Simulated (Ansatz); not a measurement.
# MnN (singlet): geometry optimisation

Where does this start of MnN (singlet) end when it is relaxed?

The runs use Ansatz 0.2.0, Gaussian basis; RKS PBE0/def2-TZVP.

### Step 1. The system as given

2 atoms, charge 0, spin multiplicity 1.

Atoms are counted from 1 here; the program's logs count them from 0.

Bond lengths: Mn1–N2 2.100 Å.

Coordinates:

```xyz
2

Mn    0.0000    0.0000    0.0000
N     0.0000    0.0000    2.1000
```

The start is set by covalent radii. Sticks and bond lists go by distance. 

### Step 2. The run

File in.yaml:

```yaml
crystal:
  periodic: [false, false, false]
  atoms:
    - {symbol: Mn, position_ang: [0.000000, 0.000000, 0.000000]}
    - {symbol: N, position_ang: [0.000000, 0.000000, 2.100000]}
basis:
  gaussian: {orbitals: def2-TZVP}
hamiltonian: {xc: pbe0}
relax: {f_tol: 0.004, max_steps: 80}
```

The run is started by

```sh
$ ansatz run in.yaml --threads 1 --pin off --events-out ev --progress --plain --max-ram 2176MiB
```

Q: Predict the outcome of this session. Wanted: energy gained; shift from the start; total energy; dipole moment.

The runs gave:

| quantity | value |
| --- | --- |
| steps | 7 |
| energy gained | 3.985 eV |
| shift from the start (rms) | 0.317 Å |
| total energy | -32797.4339 eV |
| dipole moment | 2.81 D |

In words: The bonds of the start are those of the end. Mn1–N2 went from 2.100 to 1.466 Å. No vibrations were run, so this is a stationary point, not a proven minimum, and this spin need not be the ground state's.
